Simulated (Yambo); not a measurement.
# HfC (Fm-3m) in Yambo: further runs, part 3 of 3

Yambo 5.3.0.

**4. Hartree-Fock levels, PBEsol**

hf1.in reads:

```
rim_cut
HF_and_locXC
RandQpts= 1000000
RandGvec= 50 RL
EXXRLvcs= 82 Ry
VXCRLvcs= 82 Ry
% QPkrange
 1 | 8 | 3 | 13 |
%
```

scf.in reads:

```
&CONTROL
  calculation = 'scf'
  prefix = 'pwscf'
  outdir = './tmp'
  pseudo_dir = './pseudo'
/
&SYSTEM
  ibrav = 0
  nat = 2
  ntyp = 2
  ecutwfc = 82
  nbnd = 14
  occupations = 'smearing'
  smearing = 'fd'
  degauss = 0.00367493
  force_symmorphic = .true.
/
&ELECTRONS
  conv_thr = 4d-10
  electron_maxstep = 120
  mixing_beta = 0.5
/
ATOMIC_SPECIES
Hf   178.4900 Hf.upf
C     12.0110 C.upf
CELL_PARAMETERS angstrom
   0.0000000000    2.3250000000    2.3250000000
   2.3250000000    0.0000000000    2.3250000000
   2.3250000000    2.3250000000    0.0000000000
ATOMIC_POSITIONS crystal
Hf     0.5000000000    0.5000000000    0.5000000000
C      0.0000000000    0.0000000000    0.0000000000
K_POINTS automatic
10 10 10 0 0 0
```

nscf.in reads:

```
&CONTROL
  calculation = 'nscf'
  prefix = 'pwscf'
  outdir = './tmp'
  pseudo_dir = './pseudo'
/
&SYSTEM
  ibrav = 0
  nat = 2
  ntyp = 2
  ecutwfc = 82
  nbnd = 68
  occupations = 'smearing'
  smearing = 'fd'
  degauss = 0.00367493
  force_symmorphic = .true.
/
&ELECTRONS
  conv_thr = 1d-08
  diago_full_acc = .true.
  diago_thr_init = 1d-06
/
ATOMIC_SPECIES
Hf   178.4900 Hf.upf
C     12.0110 C.upf
CELL_PARAMETERS angstrom
   0.0000000000    2.3250000000    2.3250000000
   2.3250000000    0.0000000000    2.3250000000
   2.3250000000    2.3250000000    0.0000000000
ATOMIC_POSITIONS crystal
Hf     0.5000000000    0.5000000000    0.5000000000
C      0.0000000000    0.0000000000    0.0000000000
K_POINTS automatic
4 4 4 0 0 0
```

Potentials or basis: PseudoDojo 0.4.1 SR PBEsol standard.

Started as:

```sh
$ OMP_NUM_THREADS=1 pw.x -in scf.in > scf.out
$ OMP_NUM_THREADS=1 pw.x -in nscf.in > nscf.out
$ cd tmp/pwscf.save; p2y; mv SAVE ../..; cd ../..
$ OMP_NUM_THREADS=1 yambo
$ mkdir -p hf1; ln -s $PWD/g0w00/ndb.RIM hf1/
$ OMP_NUM_THREADS=1 yambo -F hf1.in -J hf1 -C hf1_out
```

Yambo's report:

```text
[... sections 02.01 to 02.04 as in the set-up run ...]

[... 5 lines left out ...]
  [X] Bosonic    Temperature                        :  0.258606E-1   300.100    [eV K]
  [X] Finite Temperature mode                       : yes
  [X] El. density                                   :  0.63653E+24 [cm-3]
  [X] Fermi Level                                   :  15.03356 [eV]

  [X] === Gaps and Widths ===
  [X] Conduction Band Min                           :  15.03356 [eV]
  [X] Valence Band Max                              :  15.03356 [eV]
  [X] Filled Bands                                  :   5
  [X] Metallic Bands                                :   6   9
  [X] Empty Bands                                   :   10   68

  [X] === Metallic Characters ===
  [X] N of el / N of met el                         :  16.00000   5.25051
  [X] Average metallic occ.                         :  0.328157

  [WARNING] [X] Metallic system

 [03] Transferred momenta grid and indexing
 ==========================================

 IBZ Q-points                                      :   8
 BZ  Q-points                                      :   64

 K/Q-points units:
 rlu = crystal or reduced units; cc = cartesian coordinates; iku = interal k-units

 Q [1]          [rlu]:  0.000000  0.000000  0.000000
 Q [2]          [rlu]: -0.20044E-16 -0.20044E-16  0.25000
 Q [3]          [rlu]:  0.40087E-16  0.40087E-16 -0.50000
 Q [4]          [rlu]: -0.27283E-16  0.25000      0.25000
 Q [5]          [rlu]: -0.61658E-17  0.25000      0.50000
 Q [6]          [rlu]:  0.12332E-16  0.25000     -0.25000
 Q [7]          [rlu]:  0.54566E-16 -0.50000     -0.50000
 Q [8]          [rlu]:  0.250000 -0.500000 -0.250000

 [04] Coloumb potential Random Integration (RIM)
 ===============================================

 Summary of Coulomb integrals for non-metallic bands |Q|[au] RIM/Bare

 Q [1] 0.100000E-4 0.997530 * Q [2] 0.309620 1.067779
 Q [4] 0.357518 1.067204 * Q [6] 0.505607 1.030488
 Q [5] 0.592877 1.022568 * Q [3] 0.619240 1.021209
 Q [7] 0.715036 1.017560 * Q [8] 0.799435 1.014308

 [05] Local Exchange-Correlation + Non-Local Fock
 ================================================

 [VXC] Plane waves :  2133
 [EXS] Plane waves :  2133

 QP @ state[ 1 ] K range:   1   8
 QP @ state[ 1 ] b range:   3  13

 [WF-HF/Rho loader] Normalization (few states)  min/max  :  0.57109E-16   1.0000

 [xc] Functional : Perdew, Burke & Ernzerhof SOL(X)+Perdew, Burke & Ernzerhof SOL(C)
 [xc] LIBXC used to calculate xc functional
  PP Number of Atomic Species                      :  2
  NLCC RL compoments                               :  16889
  PP Number of Atomic Species                      :  2
  NLCC RL compoments                               :  16889
 [WR./hf1//ndb.HF_and_locXC]-----------------------------------------------------
  Brillouin Zone Q/K grids (IBZ/BZ)                :    8   64    8   64
  RL vectors                                       :  2733 [WF]
  Fragmentation                                    : no
  Electronic Temperature                           :  300.1000 [K]
  Bosonic    Temperature                           :  300.1000 [K]
  Green`s function   wavefunctions                 : Perdew, Burke & Ernzerhof SOL(X)+Perdew, Burke & Ernzerhof SOL(C)
  Total number of QP states                        :   88
  Exchange RL vectors                              :  2133
  Exchange summation bands                         :   9
  RIM RL components                                :   51
  RIM random points                                :  1000000

 [xc] E_xc :  -7.699884 [Ha]
      E_xc :  -15.39977 [Ry]

  Local XC kind (lXC) : Perdew, Burke & Ernzerhof SOL(X)+Perdew, Burke & Ernzerhof SOL(C)
  Non-Local XC kind (nlXC) : Hartree-Fock

  Corrections @ K [1] :  [eV]
 <3|nlXC|3> = -28.43707 -0.16127E-16 <3|lXC|3> = -20.09836 -0.18882E-15
 <4|nlXC|4> = -28.43707 -0.52446E-17 <4|lXC|4> = -20.09836  0.94408E-16
 <5|nlXC|5> = -21.13929 -0.68925E-17 <5|lXC|5> = -13.32573  0.000000
 <6|nlXC|6> = -12.90168 -0.18898E-16 <6|lXC|6> = -14.72218 -0.56645E-15
 <7|nlXC|7> = -12.90169 -0.17110E-16 <7|lXC|7> = -14.72218  0.18882E-15
 <8|nlXC|8> = -12.90170 -0.85168E-17 <8|lXC|8> = -14.72218  0.37763E-15
 <9|nlXC|9> = -8.719647 -0.36136E-17 <9|lXC|9> = -13.60262 -0.18882E-15
 <10|nlXC|10> = -8.719639 -0.50135E-17 <10|lXC|10> = -13.60262  0.000000
 <11|nlXC|11> = -8.719639  0.58907E-18 <11|lXC|11> = -13.60262  0.000000
 <12|nlXC|12> = -9.856823 -0.96730E-17 <12|lXC|12> = -15.00684 -0.37763E-15
 <13|nlXC|13> = -9.856820  0.56600E-17 <13|lXC|13> = -15.00684  0.59005E-17
[... 79 lines left out ...]
  Corrections @ K [8] :  [eV]
 <3|nlXC|3> = -28.38763  0.33213E-18 <3|lXC|3> = -19.75971  0.94408E-16
 <4|nlXC|4> = -28.38271  0.51673E-17 <4|lXC|4> = -19.89946 -0.56645E-15
 <5|nlXC|5> = -21.37654 -0.26552E-16 <5|lXC|5> = -14.52448  0.000000
 <6|nlXC|6> = -16.32394 -0.75470E-17 <6|lXC|6> = -13.87951  0.14161E-15
 <7|nlXC|7> = -16.06734  0.44288E-17 <7|lXC|7> = -13.40020 -0.47204E-16
 <8|nlXC|8> = -16.06734  0.16956E-16 <8|lXC|8> = -13.40020  0.23602E-16
 <9|nlXC|9> = -8.948721  0.31865E-18 <9|lXC|9> = -14.34189 -0.12981E-15
 <10|nlXC|10> = -8.948702  0.79353E-17 <10|lXC|10> = -14.34189 -0.88508E-17
 <11|nlXC|11> = -8.649026 -0.12856E-17 <11|lXC|11> = -15.88899  0.18882E-15
 <12|nlXC|12> = -8.446798 -0.10535E-17 <12|lXC|12> = -14.71258 -0.14161E-15
 <13|nlXC|13> = -9.768593 -0.24887E-18 <13|lXC|13> = -16.56702  0.11801E-15

  [05.01] Hartree-Fock occupations report
  =======================================

  [Hartree-Fock] === General ===
  [Hartree-Fock] Electronic Temperature             :  0.258606E-1   300.100    [eV K]
  [Hartree-Fock] Bosonic    Temperature             :  0.258606E-1   300.100    [eV K]
  [Hartree-Fock] Finite Temperature mode            : yes
  [Hartree-Fock] El. density                        :  0.63653E+24 [cm-3]
  [Hartree-Fock] Fermi Level                        :  15.03356 [eV]

  [Hartree-Fock] === Gaps and Widths ===
  [Hartree-Fock] Conduction Band Min                :  15.03356 [eV]
  [Hartree-Fock] Valence Band Max                   :  15.03356 [eV]
  [Hartree-Fock] Filled Bands                       :   5
  [Hartree-Fock] Metallic Bands                     :   6   9
  [Hartree-Fock] Empty Bands                        :   10   68

  [Hartree-Fock] === Metallic Characters ===
  [Hartree-Fock] N of el / N of met el              :  16.00000   5.25051
  [Hartree-Fock] Average metallic occ.              :  0.328157

  [WARNING] [Hartree-Fock] Metallic system
```

o-hf1.hf:

```text
#    K-point            Band               Eo [eV]            Ehf [eV]           Vxc [eV]           Vnlxc [eV]
#
        1                  3                 -29.24208          -37.58079          -20.09836          -28.43707
        1                   4                -29.24208          -37.58079          -20.09836          -28.43707
        1                   5                -12.05851          -19.87206          -13.32573          -21.13929
        1                   6                 1.278073           3.098564          -14.72218          -12.90168
        1                   7                 1.278073           3.098557          -14.72218          -12.90169
        1                   8                 1.278073           3.098549          -14.72218          -12.90170
[... 80 lines left out ...]
         8                 12                 7.267792           13.53358          -14.71258          -8.446798
         8                 13                 8.516471           15.31490          -16.56702          -9.768593
#
```

Wall time 36 s (1 thread of Arm Neoverse V2, shared host); peak memory 0.25 GiB.

What came out:

```yaml
Band_gap_on_the_k_mesh_mean-field_level: none (metal or under the smearing width)
```

Quasiparticle terms (eV):
| k point | band | Kohn-Sham level | Vxc | Σx | Σc | Z | result |
| --- | --- | --- | --- | --- | --- | --- | --- |
| (0.000, 0.000, 0.000) | 3 | -29.24 | -20.10 | -28.44 | - | - | -37.58 |
| (0.000, 0.000, 0.000) | 4 | -29.24 | -20.10 | -28.44 | - | - | -37.58 |
| (0.000, 0.000, 0.000) | 5 | -12.06 | -13.33 | -21.14 | - | - | -19.87 |
| (0.000, 0.000, 0.000) | 6 | 1.28 | -14.72 | -12.90 | - | - | 3.10 |
| (0.000, 0.000, 0.000) | 7 | 1.28 | -14.72 | -12.90 | - | - | 3.10 |
| (0.000, 0.000, 0.000) | 8 | 1.28 | -14.72 | -12.90 | - | - | 3.10 |
| (0.000, 0.000, 0.000) | 9 | 1.59 | -13.60 | -8.72 | - | - | 6.47 |
| (0.000, 0.000, 0.000) | 10 | 1.59 | -13.60 | -8.72 | - | - | 6.47 |
| (0.000, 0.000, 0.000) | 11 | 1.59 | -13.60 | -8.72 | - | - | 6.47 |
| (0.000, 0.000, 0.000) | 12 | 3.60 | -15.01 | -9.86 | - | - | 8.75 |
| (0.000, 0.000, 0.000) | 13 | 3.60 | -15.01 | -9.86 | - | - | 8.75 |
| (0.000, 0.000, 0.250) | 3 | -29.28 | -20.07 | -28.42 | - | - | -37.62 |
| (0.000, 0.000, 0.250) | 4 | -29.28 | -20.07 | -28.42 | - | - | -37.62 |
| (0.000, 0.000, 0.250) | 5 | -10.62 | -13.79 | -21.02 | - | - | -17.86 |
| (0.000, 0.000, 0.250) | 6 | -2.80 | -13.54 | -16.08 | - | - | -5.34 |
| (0.000, 0.000, 0.250) | 7 | -1.52 | -14.27 | -16.02 | - | - | -3.27 |
| (0.000, 0.000, 0.250) | 8 | -1.52 | -14.27 | -16.02 | - | - | -3.27 |
| (0.000, 0.000, 0.250) | 9 | 3.22 | -13.59 | -8.61 | - | - | 8.20 |
| (0.000, 0.000, 0.250) | 10 | 3.26 | -14.20 | -8.60 | - | - | 8.85 |
| (0.000, 0.000, 0.250) | 11 | 3.26 | -14.20 | -8.60 | - | - | 8.85 |

Caveat: the k mesh is coarse (spacing up to 0.59 Å⁻¹), so the values aren't converged; the ground state has no gap, which makes the many-body step unreliable.

**5. Summary**

```tsv
task	level	potentials or basis	k mesh	k mesh of the self-consistent run	direction of the field or of q to 0	broadening	kernel	terms kept	mesh quality	gap on the mesh (eV)
optical spectrum by the Bethe-Salpeter equation	PBE	PseudoDojo 0.4.1 SR PBE standard	12 × 12 × 12	12 × 12 × 12	x	0.1 eV	screened exchange	resonant and antiresonant, uncoupled	not flagged	-
G0W0 quasiparticle levels	PBEsol	PseudoDojo 0.4.1 SR PBEsol standard	4 × 4 × 4	10 × 10 × 10	x + y + z	0.1 eV	-	-	coarse	none
Hartree-Fock levels	PBEsol	PseudoDojo 0.4.1 SR PBEsol standard	4 × 4 × 4	10 × 10 × 10	-	-	-	-	coarse	none
```

Alike in all rows: no spin polarisation; cell as given; cutoff (eV) 1116; smearing fermi-dirac 0.05 eV.

Caveats: some runs use coarse meshes; the ground state has no gap, which makes the many-body step unreliable; the intraband (Drude) term of the metal is left out (some runs); the transitions start from uncorrected Kohn-Sham levels, so peaks lie too low (some runs); exciton energies and binding change strongly with the k mesh and aren't converged on this one (some runs); the mesh is thin for optics, so peaks and dielectric constants aren't converged (some runs); the plasmon-pole model is rough for a metal (some runs); the screening block or the number of bands is too small for a converged GW gap (some runs).

Total energies depend on the potentials used, so only differences within one code and one set of settings carry meaning.
